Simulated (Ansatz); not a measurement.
NbTe: equation of state with PBEsol

Crystal: NbTe.

```
Te Nb
1.0
     3.70297    0.00000    0.00000
    -1.85149    3.20687    0.00000
     0.00000    0.00000    3.69421
Te Nb
1 1
Direct
  0.66667 0.33333 0.00000
  0.00000 0.00000 0.50000
```

The cell comes from a database or a generator and needn't be the stable form of this composition.

* Program: Ansatz 0.2.0
* Task: equation of state
* Functional: PBEsol
* Potentials or basis: all-electron LAPW, scalar-relativistic
* Basis error allowed: 0.001 eV/atom
* k mesh: 8 × 8 × 7
* Occupations: fermi-dirac, width 0.05 eV
* Spin: no spin polarisation

```json
{
  "Equilibrium volume": "21.02 Å³/atom",
  "Bulk modulus at fixed shape and positions": "136 GPa",
  "Pressure derivative of the bulk modulus": "4.7"
}
```

Energy against volume, from the lowest point:
```csv
volume (Å³/atom),energy (meV/atom)
20.618,3.33
21.057,0.00
21.496,4.37
21.934,15.58
22.373,32.86
22.812,55.55
23.250,83.03
```

All runs of the series together: 75 s on 1 thread of Intel(R) Xeon(R) 6975P-C (Granite Rapids), with other jobs on the host.

Caveat: the cell was scaled at fixed shape and fractional positions, which overstates the stiffness of a crystal with free parameters, most of all of layers and chains. Spin-orbit coupling is left out, which matters for the levels of Te.
